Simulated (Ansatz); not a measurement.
# NiTe2: DFT+U, step by step

How do moments and gap of NiTe2 answer a Hubbard U on Ni d? The runs shown use PAW and LAPW. Its runs: no U (PAW and LAPW); U = 2 eV on Ni d (PAW); U = 4 eV on Ni d (PAW and LAPW); U = 6 eV on Ni d (PAW and LAPW).

The COD entry's cell or inner coordinates are ideal or old and differ from later refinements, so a difference from it is no clean test against experiment.

Computed with Ansatz 0.2.0 (DFT, at the levels named in each step, unless a step's input says otherwise).

### 1 Starting point

The structure is trigonal, space group P-3m1 (No. 164). The conventional cell has a = 3.861 Å, b = 3.861 Å, c = 5.297 Å, α = 90.00°, β = 90.00°, γ = 120.00°. Ni (site symmetry -3m) has 6 Te at 2.59 Å as nearest neighbours. Around Te (site symmetry 3m) lie 3 Ni at 2.59 Å.

Structure file:

```xyz
3
Lattice="3.8610 0.0000 0.0000 -1.9305 3.3437 0.0000 0.0000 0.0000 5.2970" Properties=species:S:1:pos:R:3 pbc="T T T"
Ni    0.0000    0.0000    0.0000
Te    0.0000    2.2291    1.3242
Te    1.9305    1.1146    3.9727
```

Atoms are numbered in the order of the input: Ni1, Te2, Te3.

### 2 No U, PAW

input.yaml

```yaml
crystal:
  lattice:
    - [3.861, 0.0, 0.0]
    - [-1.9305, 3.343724084, 0.0]
    - [0.0, 0.0, 5.297]
  atoms:
    - { symbol: Ni, position: [0.0, 0.0, 0.0], spin: 1.5 }
    - { symbol: Te, position: [0.3333333333, 0.6666666667, 0.25] }
    - { symbol: Te, position: [0.6666666667, 0.3333333333, 0.75] }
magnetization:
  spin_polarized: true
kpoints:
  mp_grid: { grid: [9, 9, 6] }
scf:
  occupations: { method: fermi_dirac, width: 0.05 }
hamiltonian:
  xc: pbesol
  pseudopotentials: { kind: paw }
output:
  forces: true
  stress: true
  eigenvalues: true
  hubbard: { sites: [{ species: Ni, l: d }] }
  populations: true
  write_density: true
  write_potential: true
  elf: true
  volumetric_format: npy
```

Command:

```console
$ ansatz run input.yaml --threads 2 --pin off --max-ram 6144MiB --backend cpu --events-out ev --progress --plain --runs-dir out
```

### 3 No U, LAPW

Edit input.yaml of step 2 so:

```diff
@@ -17,3 +17,3 @@
   xc: pbesol
-  pseudopotentials: { kind: paw }
+  pseudopotentials: { kind: all_electron, lapw: { basis_error: 0.001 } }
 output:
@@ -24,5 +24 @@
   populations: true
-  write_density: true
-  write_potential: true
-  elf: true
-  volumetric_format: npy
```

### 4 U = 2 eV on Ni d, PAW

Edit input.yaml of step 3 so:

```diff
@@ -17,3 +17,4 @@
   xc: pbesol
-  pseudopotentials: { kind: all_electron, lapw: { basis_error: 0.001 } }
+  pseudopotentials: { kind: paw }
+  hubbard: { sites: [{ species: Ni, l: d, u_eff: 2 }] }
 output:
@@ -24 +25,5 @@
   populations: true
+  write_density: true
+  write_potential: true
+  elf: true
+  volumetric_format: npy
```

### 5 U = 4 eV on Ni d, PAW

Edit input.yaml of step 4 so:

```diff
@@ -18,3 +18,3 @@
   pseudopotentials: { kind: paw }
-  hubbard: { sites: [{ species: Ni, l: d, u_eff: 2 }] }
+  hubbard: { sites: [{ species: Ni, l: d, u_eff: 4 }] }
 output:
@@ -25,5 +25,2 @@
   populations: true
-  write_density: true
-  write_potential: true
-  elf: true
-  volumetric_format: npy
+  dos: { projected: true, de: 0.1, e_range: [-10, 8] }
```

### 6 U = 4 eV on Ni d, LAPW

Edit input.yaml of step 5 so:

```diff
@@ -17,3 +17,3 @@
   xc: pbesol
-  pseudopotentials: { kind: paw }
+  pseudopotentials: { kind: all_electron, lapw: { basis_error: 0.001 } }
   hubbard: { sites: [{ species: Ni, l: d, u_eff: 4 }] }
```

### 7 U = 6 eV on Ni d, PAW

Edit input.yaml of step 6 so:

```diff
@@ -17,4 +17,4 @@
   xc: pbesol
-  pseudopotentials: { kind: all_electron, lapw: { basis_error: 0.001 } }
-  hubbard: { sites: [{ species: Ni, l: d, u_eff: 4 }] }
+  pseudopotentials: { kind: paw }
+  hubbard: { sites: [{ species: Ni, l: d, u_eff: 6 }] }
 output:
@@ -25,2 +25 @@
   populations: true
-  dos: { projected: true, de: 0.1, e_range: [-10, 8] }
```

### 8 U = 6 eV on Ni d, LAPW

Edit input.yaml of step 7 so:

```diff
@@ -17,3 +17,3 @@
   xc: pbesol
-  pseudopotentials: { kind: paw }
+  pseudopotentials: { kind: all_electron, lapw: { basis_error: 0.001 } }
   hubbard: { sites: [{ species: Ni, l: d, u_eff: 6 }] }
```

(Steps that only read results are left out.)

**Question.** What will these runs give?

**Answer**, as computed:

```
      quantity                                                  value
U = 0 eV (PAW)                  largest site moment 0.00 μB, gap none
U = 2 eV (PAW)  largest site moment 0.00 μB, 8.92 e in Ni d, gap none
U = 4 eV (PAW)  largest site moment 0.00 μB, 8.97 e in Ni d, gap none
U = 6 eV (PAW)  largest site moment 0.43 μB, 8.98 e in Ni d, gap none
```

In words: By PAW, from U = 0 to 6 eV the largest moment goes from 0.00 to 0.43 μB; no gap opens. Each row is the state that its run reached; none is shown to be the lowest.
